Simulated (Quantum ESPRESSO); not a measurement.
# AlCo (Pm-3m) in Quantum ESPRESSO: a series of runs, part 3 of 3

Quantum ESPRESSO 7.5.

## (4) Phonons, LDA, collinear spin, ferromagnetic start, target pressure 5 GPa, at which the enthalpy is minimised

Input file pw.in:

```
&CONTROL
  calculation = 'scf'
  prefix = 'pwscf'
  outdir = './tmp'
  pseudo_dir = './pseudo'
  tprnfor = .true.
  tstress = .true.
  disk_io = 'low'
/
&SYSTEM
  ibrav = 0
  A = 2.81940321
  nat = 2
  ntyp = 2
  ecutwfc = 56
  ecutrho = 448
  nbnd = 19
  occupations = 'smearing'
  smearing = 'mv'
  degauss = 0.01469973
  nspin = 2
  starting_magnetization(1) = 0.1176
  starting_magnetization(2) = 0
/
&ELECTRONS
  conv_thr = 4d-10
  electron_maxstep = 120
  mixing_beta = 0.3
/
ATOMIC_SPECIES
Co    58.9332 co_lda_v1.2.uspp.F.UPF
Al    26.9815 al_lda_v1.uspp.F.UPF
CELL_PARAMETERS alat
   1.0000000000    0.0000000000    0.0000000000
   0.0000000000    1.0000000000    0.0000000000
   0.0000000000    0.0000000000    1.0000000000
ATOMIC_POSITIONS alat
Co     0.5000000000    0.5000000000    0.5000000000
Al     0.0000000000    0.0000000000    0.0000000000
K_POINTS automatic
6 6 6 0 0 0
```

Input file relax.in:

```
&CONTROL
  calculation = 'vc-relax'
  prefix = 'pwscf'
  outdir = './tmp'
  pseudo_dir = './pseudo'
  tprnfor = .true.
  tstress = .true.
  disk_io = 'low'
  nstep = 40
  forc_conv_thr = 0.0001
  etot_conv_thr = 1d-06
/
&SYSTEM
  ibrav = 0
  A = 2.81940321
  nat = 2
  ntyp = 2
  ecutwfc = 56
  ecutrho = 448
  nbnd = 19
  occupations = 'smearing'
  smearing = 'mv'
  degauss = 0.01469973
  nspin = 2
  starting_magnetization(1) = 0.1176
  starting_magnetization(2) = 0
/
&ELECTRONS
  conv_thr = 4d-10
  electron_maxstep = 120
  mixing_beta = 0.3
/
&IONS
  ion_dynamics = 'bfgs'
/
&CELL
  cell_dynamics = 'bfgs'
  press = 50
  press_conv_thr = 0.2
/
ATOMIC_SPECIES
Co    58.9332 co_lda_v1.2.uspp.F.UPF
Al    26.9815 al_lda_v1.uspp.F.UPF
CELL_PARAMETERS alat
   1.0000000000    0.0000000000    0.0000000000
   0.0000000000    1.0000000000    0.0000000000
   0.0000000000    0.0000000000    1.0000000000
ATOMIC_POSITIONS alat
Co     0.5000000000    0.5000000000    0.5000000000
Al     0.0000000000    0.0000000000    0.0000000000
K_POINTS automatic
6 6 6 0 0 0
```

Input file scf2.in:

```
&CONTROL
  calculation = 'scf'
  prefix = 'pwscf'
  outdir = './tmp'
  pseudo_dir = './pseudo'
  tprnfor = .true.
  tstress = .true.
  disk_io = 'low'
/
&SYSTEM
  ibrav = 0
  A = 2.77400684
  nat = 2
  ntyp = 2
  ecutwfc = 56
  ecutrho = 448
  nbnd = 19
  occupations = 'smearing'
  smearing = 'mv'
  degauss = 0.01469973
  nspin = 2
  starting_magnetization(1) = 0.1176
  starting_magnetization(2) = 0
/
&ELECTRONS
  conv_thr = 1d-13
  electron_maxstep = 120
  mixing_beta = 0.3
  startingpot = 'file'
  startingwfc = 'file'
/
ATOMIC_SPECIES
Co    58.9332 co_lda_v1.2.uspp.F.UPF
Al    26.9815 al_lda_v1.uspp.F.UPF
CELL_PARAMETERS alat
   1.0000000006    0.0000000000    0.0000000000
   0.0000000000    1.0000000006    0.0000000000
   0.0000000000    0.0000000000    1.0000000006
ATOMIC_POSITIONS alat
Co     0.5000000003    0.5000000003    0.5000000003
Al     0.0000000000    0.0000000000    0.0000000000
K_POINTS automatic
6 6 6 0 0 0
```

Input file ph.in:

```
phonons of AlCo
&INPUTPH
  prefix = 'pwscf'
  outdir = './tmp'
  tr2_ph = 1d-18
  fildyn = 'dyn'
  niter_ph = 90
  alpha_mix(1) = 0.4
/
0.0000000000 0.0000000000 0.0000000000
```

Input file dynmat.in:

```
&INPUT
  fildyn = 'dyn'
  asr = 'crystal'
  filout = 'dynmat.disp'
  fileig = 'dynmat.eig'
/
```

Potentials or basis: GBRV 1.5 LDA.

Launch:

```bash
$ OMP_NUM_THREADS=1 pw.x -in pw.in > pw.out
$ OMP_NUM_THREADS=1 pw.x -in relax.in > relax.out
$ OMP_NUM_THREADS=1 pw.x -in scf2.in > scf2.out
$ OMP_NUM_THREADS=1 ph.x -in ph.in > ph.out
$ OMP_NUM_THREADS=1 dynmat.x -in dynmat.in > dynmat.out
```

pw.out:

```text
This program is part of the open-source Quantum ESPRESSO suite
     for quantum simulation of materials; please cite
         "P. Giannozzi et al., J. Phys.:Condens. Matter 21 395502 (2009);
         "P. Giannozzi et al., J. Phys.:Condens. Matter 29 465901 (2017);
         "P. Giannozzi et al., J. Chem. Phys. 152 154105 (2020);
     in publications or presentations arising from this work. More details at

     Message from routine setup:
     using ibrav=0 with symmetry is DISCOURAGED, use correct ibrav instead

     G-vector sticks info
     --------------------
     sticks:   dense  smooth     PW     G-vecs:    dense   smooth      PW
     Sum        1005     505    169                24207     8601    1575

     Using Slab Decomposition

     bravais-lattice index     =            0
     lattice parameter (alat)  =       5.3279  a.u.
     unit-cell volume          =     151.2405 (a.u.)^3
     number of atoms/cell      =            2
     number of atomic types    =            2
[... 562 lines left out ...]
    25.8187  39.4657  42.2894

          k =-0.5000-0.5000-0.5000 (  1064 PWs)   bands (ev):

   -79.3889 -43.1520 -43.1520 -43.1520  10.4690  10.4690  10.4690  14.3779
    14.3779  16.9931  16.9931  16.9931  18.7547  20.1277  20.1277  20.1277
    23.9174  42.7360  42.7360

     the Fermi energy is    14.6154 ev

!    total energy              =    -305.08309422 Ry
     estimated scf accuracy    <          1.4E-11 Ry
     smearing contrib. (-TS)   =      -0.00040872 Ry
     internal energy E=F+TS    =    -305.08268550 Ry

     The total energy is F=E-TS. E is the sum of the following terms:
     one-electron contribution =    -210.64550809 Ry
     hartree contribution      =     116.31568312 Ry
     xc contribution           =     -36.70452348 Ry
     ewald contribution        =    -174.04833704 Ry

     total magnetization       =     0.00 Bohr mag/cell
     absolute magnetization    =     0.00 Bohr mag/cell

     convergence has been achieved in  22 iterations

     Forces acting on atoms (cartesian axes, Ry/au):

     atom    1 type  1   force =     0.00000000    0.00000000    0.00000000
     atom    2 type  2   force =     0.00000000    0.00000000    0.00000000

     Total force =     0.000000     Total SCF correction =     0.000000

     Computing stress (Cartesian axis) and pressure

          total   stress  (Ry/bohr**3)                   (kbar)     P=      -51.27
  -0.00034851   0.00000000   0.00000000          -51.27        0.00        0.00
   0.00000000  -0.00034851   0.00000000            0.00      -51.27        0.00
   0.00000000   0.00000000  -0.00034851            0.00        0.00      -51.27

=------------------------------------------------------------------------------=
   JOB DONE.
=------------------------------------------------------------------------------=
```

relax.out:

```text
This program is part of the open-source Quantum ESPRESSO suite
     for quantum simulation of materials; please cite
         "P. Giannozzi et al., J. Phys.:Condens. Matter 21 395502 (2009);
         "P. Giannozzi et al., J. Phys.:Condens. Matter 29 465901 (2017);
         "P. Giannozzi et al., J. Chem. Phys. 152 154105 (2020);
[... 601 lines left out ...]
   0.00000000   0.00033710   0.00000000            0.00       49.59        0.00
   0.00000000   0.00000000   0.00033710            0.00        0.00       49.59

=------------------------------------------------------------------------------=
   JOB DONE.
=------------------------------------------------------------------------------=
```

Wall time 3.4 min (1 thread of Arm Neoverse V2, shared host); peak memory 0.14 GiB.

Results:

```yaml
Free_energy: -4150.8684 eV
Relaxed_volume: 10.67 Å³/atom
Relaxed_cell: a = 2.774 Å, b = 2.774 Å, c = 2.774 Å, α = 90.00°, β = 90.00°, γ = 90.00°
Space_group_after_relaxing_to_0.05_Å: Pm-3m (No. 221)
Pressure_after_relaxing: 5.0 GPa
Band_gap_on_the_k_mesh: none (metal or under the smearing width)
Net_moment: 0.00 μB per cell
Absolute_moment: 0.00 μB per cell
Valence_electrons_inside_the_program's_atomic_spheres: Co 15.68; Al 1.25
Highest_phonon_frequency_at_Γ: 362 cm⁻¹
```

The path:
| step | energy change (eV) | largest force (eV/Å) | pressure (GPa) | volume (Å³) |
| --- | --- | --- | --- | --- |
| 1 | 0.0000 | 0.0000 | -5.13 | 22.41 |
| 2 | 0.0007 | 0.0000 | 5.78 | 21.27 |
| 3 | -0.0019 | 0.0000 | 4.94 | 21.35 |
| 4 | -0.0017 | 0.0000 | 5.01 | 21.35 |
| 5 | -0.0017 | 0.0000 | 5.01 | 21.35 |

Final structure:
```
CELL_PARAMETERS angstrom
2.77401 0.00000 0.00000
0.00000 2.77401 0.00000
0.00000 0.00000 2.77401
ATOMIC_POSITIONS crystal
Co 0.50000 0.50000 0.50000
Al 0.00000 0.00000 0.00000
```

Levels at points of the mesh, in eV from the Fermi level:
Spin up:
```tsv
k point	band 7	band 8	band 9	band 10	band 11	band 12	band 13	band 14
(0.00, 0.00, 0.00)	-3.41	-0.97	-0.97	-0.97	6.22	6.22	6.22	9.13
(0.00, 0.00, -0.50)	-2.76	-1.96	-1.96	-0.84	0.17	8.51	10.95	10.95
(0.00, -0.50, -0.50)	-2.92	-2.92	-1.73	-1.73	-0.31	2.61	3.91	13.25
(-0.50, -0.50, -0.50)	-4.41	-0.26	-0.26	2.36	2.36	2.36	4.58	5.77
```
Spin down:
```tsv
k point	band 7	band 8	band 9	band 10	band 11	band 12	band 13	band 14
(0.00, 0.00, 0.00)	-3.41	-0.97	-0.97	-0.97	6.22	6.22	6.22	9.13
(0.00, 0.00, -0.50)	-2.76	-1.96	-1.96	-0.84	0.17	8.51	10.95	10.95
(0.00, -0.50, -0.50)	-2.92	-2.92	-1.73	-1.73	-0.31	2.61	3.91	13.25
(-0.50, -0.50, -0.50)	-4.41	-0.26	-0.26	2.36	2.36	2.36	4.58	5.77
```

Phonon frequencies in cm⁻¹ (negative: imaginary):
```
              q point           frequencies
(0.000, 0.000, 0.000)  -5 -5 -5 362 362 362
```

Optical modes at Γ, degenerate ones joined:
```tsv
cm⁻¹	components	symmetry	active in
362	3	T1u	IR
```

Caveat: the k mesh is coarse (spacing up to 0.37 Å⁻¹), so the values aren't converged; the mesh is thin for the phonons of a metal; the cell is more than 3 GPa from zero pressure, which shifts response properties; the starting moments collapsed, and a magnetic state may lie lower.
